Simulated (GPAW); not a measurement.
A run of GPAW 26.7.0 is set up as follows.

Contents of run.py:

```python
from ase import Atoms
from ase.dft.bandgap import bandgap
from ase.io import write
from ase.units import GPa
from gpaw import GPAW, PW

atoms = Atoms(['Hf', 'Mo', 'C', 'C'],
              cell=[[3.191423, 0.0, 0.0],
                    [0.0, 3.191423, 0.0],
                    [0.0, 0.0, 4.485164]],
              scaled_positions=[[0.0, 0.0, 0.0],
                                [0.5, 0.5, 0.5],
                                [0.5, 0.5, 0.0],
                                [0.0, 0.0, 0.5]],
              pbc=True)

calc = GPAW(mode=PW(600),
            xc='LDA',
            kpts={'size': (7, 7, 5), 'gamma': True},
            occupations={'name': 'fermi-dirac', 'width': 0.05},
            nbands=33,
            maxiter=120,
            txt='gpaw.txt')
atoms.calc = calc
energy = atoms.get_potential_energy()
forces = atoms.get_forces()
stress = atoms.get_stress()
calc.write('gs.gpw')
write('result.traj', atoms)
print(f'Energy: {energy:.6f} eV')
print('Forces (eV/A):')
print(forces.round(4))
print('Stress (GPa):', (stress / GPa).round(3))
print('Fermi level:', round(calc.get_fermi_level(), 4), 'eV')
print(f'Gap: {bandgap(calc)[0]:.4f} eV, direct: {bandgap(calc, direct=True)[0]:.4f} eV')
```

Potentials or basis: the program's PAW data sets (release 1.2.1) made for this functional, pw.

Run with:

```bash
$ OMP_NUM_THREADS=1 python run.py
```

(1) Estimate the band gap on the k mesh.

(2) Predict the pressure.

Results:

(1) none (metal or under the smearing width).

(2) -14.1 GPa.

Caveat: the cutoff is short for stress and forces, so pressures can be off by a GPa or more.
